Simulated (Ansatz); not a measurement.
Runs of Ansatz 0.2.0 on Hf. The cell holds a sheet with vacuum, 1 atom: a = 2.779 Å, b = 2.779 Å, c = 23.800 Å, α = 90.00°, β = 90.00°, γ = 90.00°. The cell was built by a generator and needn't be a form met in nature.

```csv
task,level,cutoff (eV),basis error allowed,gap on the mesh (eV),work function (eV)
projected density of states,PBE,268,0.002 eV/atom,-,4.28
single point,PBE,290,0.001 eV/atom,none,-
work function,LDA,268,0.002 eV/atom,none,(a)
work function,PBE,268,0.002 eV/atom,none,4.28
work function,PBEsol,268,0.002 eV/atom,none,4.36
```

Alike in all rows: potentials or basis all-electron LAPW, scalar-relativistic; no spin polarisation; cell as given; k mesh 10 × 10 × 1; smearing fermi-dirac 0.05 eV.

Fill in the values left out.

(a) 4.49.

Caveats: spin-orbit coupling is left out, which moves the levels of the heavy elements (some runs).

A k mesh can miss the band edges, and the runs leave out spin-orbit coupling on Hf.

A gap of «none» marks a metal or a gap under the smearing width.
